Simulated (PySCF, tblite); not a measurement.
# C₄H₃BF₂O: geometry, infrared bands and NMR shifts

Aim: predict the infrared bands and NMR shifts of C₄H₃BF₂O (`O=CC1(B(F)F)C=C1`).

The runs use tblite 0.8.0 and PySCF 2.14.0, with density-fitted response routines of our own; the level of theory stands in each step. All values are computed, except where a source is named. Atoms count from 0, in the outputs and in this text.

## 1. Starting geometry

11 atoms, charge 0, multiplicity 1; geometry from: force field or distance geometry start.

Bonds of the start (Å): O0–C1 1.25, C1–C2 1.48, C2–B3 1.59, B3–F4 1.47, B3–F5 1.41, C2–C6 1.47, C6–C7 1.35, C7–C2 1.48, C1–H8 1.07, C6–H9 1.08, C7–H10 1.09.

## 2. Geometry optimisation with GFN2-xTB

What the job is given:

```
{"job": {"kind": "relax", "xc": "GFN2-xTB", "basis": "xTB"}, "charge": 0, "multiplicity": 1}
O      0.289500    -1.996300    -1.200400
C     -0.506800    -1.068800    -0.937300
C      0.004400    -0.025200    -0.016500
B     -1.081800     1.104400     0.248700
F     -2.039500     0.788500     1.312000
F     -1.146700     2.286200    -0.525600
C      1.439800     0.301100    -0.043500
C      0.971200    -0.316400     1.061800
H     -1.489200    -1.097600    -1.365800
H      2.273800     0.735500    -0.583500
H      1.290700    -0.708700     2.024000
```

On the command line:

```console
$ OMP_NUM_THREADS=1 python probes_run.py task.json out
```

The driver reads the jobs from task.json and runs them one after another.

**Question.** This job is followed by: GFN2-xTB harmonic vibrations, gas phase; GIAO PBE0/pcSseg-1 NMR shielding, non-relativistic, gas phase. Predict these results of the whole session: strongest single infrared mode (GFN2-xTB); zero-point energy (GFN2-xTB); 13C shifts against TMS (PBE0/pcSseg-1, means over atoms taken as alike); 1H shifts against TMS (PBE0/pcSseg-1, means over atoms taken as alike); 17O shifts against H2O (PBE0/pcSseg-1); 11B shifts against BF3·OEt2 (PBE0/pcSseg-1); 19F shifts against CFCl3 (PBE0/pcSseg-1, means over atoms taken as alike).

The runs gave:

| quantity | value |
| --- | --- |
| strongest single infrared mode (GFN2-xTB) | 1292 cm⁻¹, 514 km/mol |
| zero-point energy (GFN2-xTB) | 39.2 kcal/mol |
| 13C shifts against TMS (PBE0/pcSseg-1, means over atoms taken as alike) | 208.6, 103.1, 21.6 ppm |
| 1H shifts against TMS (PBE0/pcSseg-1, means over atoms taken as alike) | 10.56, 6.12 ppm |
| 17O shifts against H2O (PBE0/pcSseg-1) | 686.2 ppm |
| 11B shifts against BF3·OEt2 (PBE0/pcSseg-1) | 27.2 ppm |
| 19F shifts against CFCl3 (PBE0/pcSseg-1, means over atoms taken as alike) | -77.6 ppm |

Relaxing lowered the energy by 1.404 eV in 90 steps; the close pair that moved most is B3–F4, from 1.465 to 1.318 Å. No mode is imaginary among the 27: a minimum at this level. The strongest single mode, at 1292 cm⁻¹, moves mainly B3. Unscaled tight-binding wavenumbers are off by several per cent, some by more. Its intensities can rank the bands wrongly. The most deshielded carbon is C1 (aldehyde carbonyl carbon), at 208.6 ppm: the double bond to the heteroatom, with no lone-pair donor beside it, deshields it most. The most deshielded hydrogen is H8 (hydrogen on an aldehyde carbonyl carbon), at 10.56 ppm: the formyl region, downfield of aromatic protons. At PBE0/pcSseg-1: Shielding is most anisotropic at O0 (span 1424 ppm, paramagnetic term -749 ppm).
